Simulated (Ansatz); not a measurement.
# Ir: a line through a two-coordinate scan

How does the energy of Ir (P6_3/mmc, No. 194; 2 atoms in the cell) vary with lattice constant c, at lattice constant a (and b) = 2.642 Å?

This is Ir in the hcp structure; at room conditions it is fcc.

Computed with Ansatz 0.2.0 (DFT LDA, scalar-relativistic, plane waves, PAW, unless a step's input says otherwise).

## Step 1: The system as given

It takes space group P6_3/mmc (No. 194, hexagonal). The conventional cell has a = 2.705 Å, b = 2.705 Å, c = 4.386 Å, α = 90.00°, β = 90.00°, γ = 120.00°. Ir (site symmetry -6m2) is surrounded by 12 Ir at 2.69 to 2.71 Å.

Structure file:

```
CELL_PARAMETERS angstrom
2.70527 0.00000 0.00000
-1.35263 2.34283 0.00000
0.00000 0.00000 4.38624
ATOMIC_POSITIONS crystal
Ir 0.66667 0.33333 0.75000
Ir 0.33333 0.66667 0.25000
```

It goes back to an entry of the Materials Project.

This cell was relaxed beforehand with the same method: volume 13.90 Å³/atom, gap on the mesh none (metal).

## Step 2: The scan

The energy is mapped over the lattice constants a and c of the conventional cell.

The axes are (1) lattice constant a (and b): 7 values from 2.516 to 2.895 Å; (2) lattice constant c: 7 values from 4.167 to 4.606 Å.

Nothing else is relaxed (symmetry fixes all fractional coordinates). Energies count from the relaxed crystal. Points are written as (first, second).

## Step 3: The run at (2.642 Å, 4.167 Å)

input.yaml reads:

```yaml
crystal:
  lattice:
    - [2.6421, 0.0, 0.0]
    - [-1.32105, 2.2881257193, 0.0]
    - [0.0, 0.0, 4.1669]
  atoms:
    - { symbol: Ir, position: [0.6666666667, 0.3333333333, 0.75] }
    - { symbol: Ir, position: [0.3333333333, 0.6666666667, 0.25] }
basis:
  ecutwfc: 420
kpoints:
  mp_grid: { grid: [18, 18, 10] }
hamiltonian:
  xc: lda
scf:
  occupations: { method: gaussian, width: 0.15 }
output:
  forces: true
  stress: true
  eigenvalues: true
```

Run with:

```bash
$ ansatz run input.yaml --threads 1 --pin off --max-ram 2048MiB --backend cpu --events-out ev --progress --plain --runs-dir out
```

The session goes on with these runs: the other points of the line.

Before running it: what results should come out? Wanted: for each run, lattice constant c; energy; slope; pressure.

**Answer**, as computed:

```
lattice constant c (Å)  step  energy (meV/atom)  slope (meV/atom per Å)  pressure (GPa)
                 4.167     3                202                   −1213            51.4
                 4.240     4                127                    −847            40.1
                 4.313     –                 77                    −532            30.2
                 4.386     5                 48                    −263            21.5
                 4.459     6                 38                     −32            14.0
                 4.532     7                 43                     166             7.3
                 4.606     8                 61                     339             1.6
```

Energies count from the relaxed crystal. Rows without a step come from runs not printed here or follow by symmetry. Slopes come from the forces (and the stress, where the cell changes), not from differences of energies.

What this shows: Along the line the energy is lowest at 4.459 Å, 38 meV/atom from the zero. A fit to energies and slopes at the lowest point and its two neighbours puts the minimum at 4.4707 Å, with a curvature of about 2800 meV/atom per Å². The well is lopsided: two grid steps out, the energy rises by 39 meV/atom towards smaller values and 24 meV/atom towards larger ones. The highest point computed, at 4.167 Å, lies 164 meV/atom above the lowest. This is one cut through a surface in two coordinates; the map's lowest point lies off it. Spin-orbit coupling is left out for Ir.
